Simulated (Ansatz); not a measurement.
# C3H9GaS2: small, medium and large basis sets

One table from this session's results is given with a row withheld; the runs are named, their logs left out.

Program: Ansatz 0.2.0, Gaussian basis. Level of theory: one geometry, several basis sets. These are calculated values, not measurements.

Plan: PBE0-D4/def2-SVP; ωB97M-V/def2-SVP; PBE0-D4/def2-QZVPP; ωB97M-V/def2-QZVPP; the functionals' def2-TZVPP values are taken from earlier runs.

## The relaxed structure

All runs share one geometry, relaxed beforehand with PBE0-D4 in a triple-zeta def2 set.

SMILES `C[CH](C)[Ga]([SH])[SH]`, 15 atoms, charge 0, spin multiplicity 1.

Atoms are counted from 1 here; the program's logs count them from 0.

Bond lengths: C1–C2 1.526 Å, C1–H7 1.096 Å, C1–H8 1.094 Å, C1–H9 1.093 Å, C2–C3 1.522 Å, C2–Ga4 1.980 Å, C2–H10 1.097 Å, C3–H11 1.094 Å, C3–H12 1.096 Å, C3–H13 1.093 Å, Ga4–S5 2.209 Å, Ga4–S6 2.208 Å, S5–H14 1.344 Å, S6–H15 1.343 Å. Angles: C2–C1–H7 110.6°, C2–C1–H8 111.6°, C2–C1–H9 112.4°, H7–C1–H8 107.0°, H7–C1–H9 107.5°, H8–C1–H9 107.5°, C1–C2–C3 112.0°, C1–C2–Ga4 110.5°, C1–C2–H10 108.3°, C3–C2–Ga4 112.4°, C3–C2–H10 108.7°, Ga4–C2–H10 104.4°, C2–C3–H11 111.6°, C2–C3–H12 110.7°, C2–C3–H13 112.3°, H11–C3–H12 107.0°, H11–C3–H13 107.7°, H12–C3–H13 107.3° and more.

As a file:

```xyz
15
charge 0, multiplicity 1
C    -1.4880   -0.2298    0.9553
C     0.0051   -0.0216    0.7191
C     0.7703   -1.3371    0.7103
Ga    0.3068    1.0390   -0.9254
S     1.6747    0.4516   -2.5569
S    -0.7712    2.9393   -1.2454
H    -1.6587   -0.7481    1.9058
H    -1.9384   -0.8441    0.1699
H    -2.0390    0.7131    0.9908
H     0.3972    0.6089    1.5268
H     0.4386   -1.9907   -0.1024
H     0.6118   -1.8846    1.6464
H     1.8477   -1.1894    0.5983
H     2.0478   -0.6901   -1.9544
H    -0.2047    3.1836   -2.4382
```

The first run:

Input file in.yaml:

```yaml
crystal:
  periodic: [false, false, false]
  atoms:
    - {symbol: C, position_ang: [-1.488035, -0.229823, 0.955319]}
    - {symbol: C, position_ang: [0.005107, -0.021588, 0.719079]}
    - {symbol: C, position_ang: [0.770319, -1.337072, 0.710320]}
    - {symbol: Ga, position_ang: [0.306799, 1.038957, -0.925355]}
    - {symbol: S, position_ang: [1.674677, 0.451585, -2.556941]}
    - {symbol: S, position_ang: [-0.771170, 2.939251, -1.245353]}
    - {symbol: H, position_ang: [-1.658705, -0.748063, 1.905818]}
    - {symbol: H, position_ang: [-1.938384, -0.844138, 0.169944]}
    - {symbol: H, position_ang: [-2.039004, 0.713145, 0.990787]}
    - {symbol: H, position_ang: [0.397153, 0.608866, 1.526767]}
    - {symbol: H, position_ang: [0.438610, -1.990653, -0.102416]}
    - {symbol: H, position_ang: [0.611810, -1.884591, 1.646360]}
    - {symbol: H, position_ang: [1.847651, -1.189366, 0.598269]}
    - {symbol: H, position_ang: [2.047841, -0.690139, -1.954400]}
    - {symbol: H, position_ang: [-0.204658, 3.183609, -2.438198]}
basis:
  gaussian: {orbitals: def2-SVP}
hamiltonian: {xc: pbe0, dispersion: d4}
output: {orbitals: {seedname: orbitals}}
```

Run with:

```console
$ ansatz run in.yaml --threads 2 --pin off --events-out ev --progress --plain --max-ram 22528MiB --backend cpu
```

Among the steps run: PBE0-D4 in def2-SVP; ωB97M-V in def2-SVP; PBE0-D4 in def2-QZVPP; ωB97M-V in def2-QZVPP.

One table of the session follows, with a row left open; its other results are not shown here.

It belongs to the step «Functionals by basis». 

```
functional       basis  HOMO (eV)
   PBE0-D4    def2-SVP          ?
   PBE0-D4  def2-TZVPP      -7.32
   PBE0-D4  def2-QZVPP      -7.34
   ωB97M-V    def2-SVP      -9.30
   ωB97M-V  def2-TZVPP      -9.49
   ωB97M-V  def2-QZVPP      -9.52
```

**Question.** Estimate the row for PBE0-D4, def2-SVP.

As computed: HOMO (eV): -7.17. In the column «HOMO (eV)» it is the highest.
